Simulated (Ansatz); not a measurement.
A run of Ansatz 0.2.0 is set up as follows.

Contents of input.yaml:

```yaml
crystal:
  lattice:
    - [1.4117478522, 0.8150730025, 4.4694532999]
    - [-1.4117478522, 0.8150730025, 4.4694532999]
    - [0.0, -1.630146005, 4.4694532999]
  atoms:
    - { symbol: Au, position: [0.0, 0.0, 0.0] }
    - { symbol: Fe, position: [0.5, 0.5, 0.5], spin: 3.0 }
hamiltonian:
  xc: pbesol
  pseudopotentials: { kind: paw }
magnetization:
  spin_polarized: true
kpoints:
  mp_grid: { grid: [11, 11, 11] }
scf:
  occupations: { method: fermi_dirac, width: 0.05 }
output:
  forces: true
  stress: true
  eigenvalues: true
relax:
  f_tol: 0.01
  max_steps: 40
  cell: { stress_tol: 0.05 }
```

Potentials or basis: Ansatz PAW.

Run with:

```sh
$ ansatz run input.yaml --threads 2 --pin off --max-ram 5632MiB --backend cpu --events-out ev --progress --plain --runs-dir out
```

Task: Estimate the space group after relaxing (to 0.05 Å).

Result: R-3m (No. 166).

Task: What does it give for the absolute moment?

Result: 3.04 μB per cell.

Task: Predict the net moment.

Result: 2.85 μB per cell.

Task: What does it give for the band gap on the k mesh?

Result: None (metal or under the smearing width).

Step by step:
```tsv
step	energy change (eV)	largest force (eV/Å)	volume (Å³)
1	0.0000	0.0000	30.86
2	-0.0169	0.0000	27.83
3	-0.0517	0.0000	29.29
4	-0.0524	0.0000	29.11
5	-0.0524	0.0000	29.11
6	-0.0517	0.0000	29.11
```

Caveat: the plane-wave basis is chosen anew once the cell has moved, so the energies of steps on either side of that aren't comparable; the PAW data sets come from PBE, with cores solved anew for the run's functional, which leaves a small shift of forces and pressure. The run has no spin-orbit coupling, so splittings on Au are missing.
